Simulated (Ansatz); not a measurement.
**C₂H₆BBrSi: up Jacob's ladder to CCSD(T)**

One table from this session's results is given with a row withheld; the runs are named, their logs left out.

The runs use Ansatz 0.2.0, Gaussian basis; functionals in def2-TZVPP, the program's frozen cores in correlated methods.

Plan: PBE-D4, r2SCAN-D4, PBE0-D4, B3LYP-D4, ωB97X-V, ωB97M-V, B2PLYP; CCSD(T)/def2-TZVPP; MP2/def2-QZVPP; extrapolation to the limit.

**Structure used throughout**

The geometry comes from an earlier relaxation with PBE0-D4 in a triple-zeta def2 set; it is a stationary point, not always the lowest conformer.

11 atoms, charge 0, spin multiplicity 1.

Atoms are counted from 1 here; the program's logs count them from 0.

Bond lengths: B1–C2 1.499 Å, B1–H6 1.201 Å, B1–H7 1.196 Å, C2–Si3 1.933 Å, C2–C4 1.510 Å, C2–H8 1.088 Å, Si3–C4 1.851 Å, Si3–H9 1.473 Å, Si3–H10 1.473 Å, C4–Br5 1.916 Å, C4–H11 1.084 Å. Angles: C2–B1–H6 120.3°, C2–B1–H7 119.4°, H6–B1–H7 120.2°, B1–C2–Si3 92.2°, B1–C2–C4 122.7°, B1–C2–H8 121.4°, Si3–C2–C4 63.7°, Si3–C2–H8 110.0°, C4–C2–H8 115.7°, C2–Si3–C4 47.0°, C2–Si3–H9 114.4°, C2–Si3–H10 122.2°, C4–Si3–H9 118.1°, C4–Si3–H10 120.0°, H9–Si3–H10 116.9°, C2–C4–Si3 69.4°, C2–C4–Br5 116.9°, C2–C4–H11 116.1° and more.

Set-up of the first run:

in.yaml

```yaml
crystal:
  periodic: [false, false, false]
  atoms:
    - {symbol: B, position_ang: [-0.716625, 0.441444, 1.358813]}
    - {symbol: C, position_ang: [-0.795703, -0.084139, -0.042558]}
    - {symbol: Si, position_ang: [0.974041, 0.566265, -0.466552]}
    - {symbol: C, position_ang: [0.177994, -1.100618, -0.587800]}
    - {symbol: Br, position_ang: [-0.230243, -1.861186, -2.297792]}
    - {symbol: H, position_ang: [0.055984, -0.037382, 2.143365]}
    - {symbol: H, position_ang: [-1.401268, 1.368024, 1.678391]}
    - {symbol: H, position_ang: [-1.517709, 0.308451, -0.755721]}
    - {symbol: H, position_ang: [1.043580, 1.392096, -1.683767]}
    - {symbol: H, position_ang: [1.983352, 0.827082, 0.573551]}
    - {symbol: H, position_ang: [0.491696, -1.876938, 0.100669]}
basis:
  gaussian: {orbitals: def2-TZVPP}
hamiltonian: {xc: pbe, dispersion: d4}
output: {forces: true, orbitals: {seedname: orbitals}}
```

Command:

```console
$ ansatz run in.yaml --threads 4 --pin off --events-out ev --progress --plain --max-ram 10444MiB
```

Steps of the session up to this table: PBE-D4 (GGA); r2SCAN-D4 (meta-GGA); PBE0-D4 (hybrid); B3LYP-D4 (hybrid); ωB97X-V (range-separated); ωB97M-V (range-separated); B2PLYP (double hybrid); CCSD(T) in def2-TZVPP; MP2 in def2-QZVPP.

One table of the session follows, with a row left open; its other results are not shown here.

| method | atomisation energy (kJ/mol) |
| --- | --- |
| PBE-D4 | 3913.0 |
| r2SCAN-D4 | 3866.8 |
| PBE0-D4 | 3866.8 |
| B3LYP-D4 | ? |
| ωB97X-V | 3845.6 |
| ωB97M-V | 3846.0 |
| B2PLYP | 3786.2 |
| HF/def2-TZVPP | 2840.9 |
| MP2/def2-TZVPP | 3800.6 |
| CCSD/def2-TZVPP | 3670.8 |
| CCSD(T)/def2-TZVPP | 3732.7 |
| MP2/CBS | 3896.1 |
| CCSD(T)/CBS | 3828.2 |

Estimate the missing values for B3LYP-D4.

**Answer.** atomisation energy (kJ/mol): 3827.0. In the column «atomisation energy (kJ/mol)» it lies between MP2/def2-TZVPP (3800.6) and CCSD(T)/CBS (3828.2).
